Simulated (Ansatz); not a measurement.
**GeH₂+ (doublet): from Hartree-Fock to the top rungs at a displaced geometry (v2), aug-cc-pVDZ**

How much of the correlation energy of GeH₂+ (doublet) does each wave-function method recover here?

Computed with Ansatz 0.2.0, Gaussian basis. Level: aug-cc-pVDZ, core rule «outside noble gas», up to 14 orbitals frozen.

Plan: UHF; CCSD(T) on ROHF; CCSD(T) on UHF; BCCD(T) on ROHF; CISD; CCSDT(Q) on ROHF; CCSDT(Q) on UHF; CASSCF and MRCISD+Q, 5 electrons in 6 orbitals; CASSCF and NEVPT2, 5 electrons in 6 orbitals; Full CI.

16 further runs of the same task are left out: 6 that didn't finish, 10 set aside as unsound or not needed.

### Step 1. What is computed

The geometry is a PBE0/def2-TZVP stationary point (not a proven minimum) with its atoms shifted at random (size 0.100 Å). No spin-orbit coupling is included. The filled d shell of Ge may be among the frozen orbitals whatever the setting's name suggests; the logs give the count.

3 atoms, charge 1, spin multiplicity 2.

Atoms are counted from 1 here; the program's logs count them from 0.

Bond lengths: Ge1–H2 1.554 Å, Ge1–H3 1.545 Å. Angles: H2–Ge1–H3 120.6°.

### Step 2. UHF

File in.yaml:

```yaml
crystal:
  periodic: [false, false, false]
  atoms:
    - {symbol: Ge, position_ang: [0.003418, -0.020448, -0.000203]}
    - {symbol: H, position_ang: [-0.161457, 0.753045, -1.338471]}
    - {symbol: H, position_ang: [-0.084836, 0.720622, 1.353073]}
basis:
  gaussian: {orbitals: aug-cc-pVDZ}
total_charge: 1
magnetization: {spin_polarized: true, initial_magnetization: 1}
hamiltonian: {xc: hf}
output: {orbitals: {seedname: orbitals}}
```

The run is started by

```
ansatz run in.yaml --threads 1 --pin off --events-out ev --progress --plain --max-ram 2393MiB
```

After this run come: CCSD(T) on ROHF; CCSD(T) on UHF; BCCD(T) on ROHF; CISD; CCSDT(Q) on ROHF; CCSDT(Q) on UHF; CASSCF and MRCISD+Q, 5 electrons in 6 orbitals; CASSCF and NEVPT2, 5 electrons in 6 orbitals; Full CI.

Before running them: what should the planned runs give, taken together? Wanted: FCI below the RHF energy; RMP2 from FCI; UMP2 from FCI; RCCSD from FCI; RCCSD(T) from FCI; UCCSD(T) from FCI; RCCSDT(Q) from FCI; UCCSDT(Q) from FCI; NEVPT2 valence from FCI.

The runs gave:

| quantity | value |
| --- | --- |
| FCI below the RHF energy | -2.3292 eV |
| RMP2 from FCI | +14.24 kcal/mol |
| UMP2 from FCI | +14.01 kcal/mol |
| RCCSD from FCI | +1.26 kcal/mol |
| RCCSD(T) from FCI | +0.33 kcal/mol |
| UCCSD(T) from FCI | +0.22 kcal/mol |
| RCCSDT(Q) from FCI | -0.01 kcal/mol |
| UCCSDT(Q) from FCI | -0.12 kcal/mol |
| NEVPT2 valence from FCI | +8.84 kcal/mol |
| MRCISD+Q valence from FCI | -0.03 kcal/mol |
| levels within 1 kcal/mol (43 meV) | RCCSD(T), UCCSD(T), BCCD(T), RCCSDT, UCCSDT, RCCSDT(Q), UCCSDT(Q), MRCISD valence, MRCISD+Q valence |
| T1 diagnostic | 0.021 |
| effectively unpaired electrons | 1.03 |

**Reading.** RCCSD(T) lands +0.33 kcal/mol from the yardstick (0.6 % of the correlation energy). UCCSDT, UCCSDT(Q) fall below full CI: unrestricted runs freeze a spin-polarised core, another one than full CI's, and coupled cluster isn't variational. One determinant dominates. Of the multireference levels listed MRCISD+Q valence comes nearest in total energy (-0.03 kcal/mol), which doesn't show that its space is the better one. These misses are within one basis, not against nature; the frozen cores of restricted and unrestricted runs differ, which can shift their rows.
